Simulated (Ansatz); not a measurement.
**GaCo: further runs on the relaxed cell**

The task, for GaCo: relax it again with other functionals.

Program: Ansatz 0.2.0. Level of theory: DFT PBE, scalar-relativistic, plane waves, PAW, unless a step's input says otherwise. These are calculated values, not measurements.

## (1) The system as given

The structure is cubic, space group Pm-3m (No. 221). The conventional cell has a = 2.882 Å, b = 2.882 Å, c = 2.882 Å, α = 90.00°, β = 90.00°, γ = 90.00°. Ga (site symmetry m-3m) has 8 Co at 2.50 Å as nearest neighbours. Co (site symmetry m-3m) is surrounded by 8 Ga at 2.50 Å.

Structure file:

```
CELL_PARAMETERS angstrom
2.88176 0.00000 0.00000
0.00000 2.88176 0.00000
0.00000 0.00000 2.88176
ATOMIC_POSITIONS crystal
Ga 0.50000 0.50000 0.50000
Co 0.00000 0.00000 0.00000
```

It is the result of an earlier relaxation at this level (volume 11.97 Å³/atom; gap on the mesh: none (metal), site moments up to 0.1 μB).

## (2) The cell under PBEsol

The input, input.yaml:

```yaml
crystal:
  lattice:
    - [2.881764355, 0.0, 0.0]
    - [0.0, 2.881764355, 0.0]
    - [0.0, 0.0, 2.881764355]
  atoms:
    - { symbol: Ga, position: [0.5, 0.5, 0.5], spin: -0.01 }
    - { symbol: Co, position: [0.0, 0.0, 0.0], spin: 0.18 }
basis:
  ecutwfc: 420
kpoints:
  mp_grid: { grid: [14, 14, 14] }
hamiltonian:
  xc: pbesol
scf:
  occupations: { method: gaussian, width: 0.1 }
output:
  forces: true
  stress: true
  eigenvalues: true
  populations: true
magnetization:
  spin_polarized: true
relax:
  adjacent_minimum: "off"
  f_tol: 0.005
  max_steps: 50
  cell: { stress_tol: 0.05 }
```

Started as:

```sh
ansatz run input.yaml --threads 1 --pin off --max-ram 2560MiB --backend cpu --events-out ev --progress --plain --runs-dir out
```

## (3) Relaxing with LDA

Edit input.yaml of step 2 so:

```diff
@@ -13,3 +13,3 @@
 hamiltonian:
-  xc: pbesol
+  xc: lda
 scf:
```

## (4) Relaxing with PBE+D3(BJ)

Edit input.yaml of step 3 so:

```diff
@@ -13,3 +13,4 @@
 hamiltonian:
-  xc: lda
+  xc: pbe
+  dispersion: d3bj
 scf:
```

(Steps that only read results are left out.)

Before running it: what results should come out?

The runs gave:

The volumes rise in the order LDA, PBEsol, PBE+D3(BJ), PBE, over 7.9 %. PBE comes nearest to the reported cell (+0.4 %).
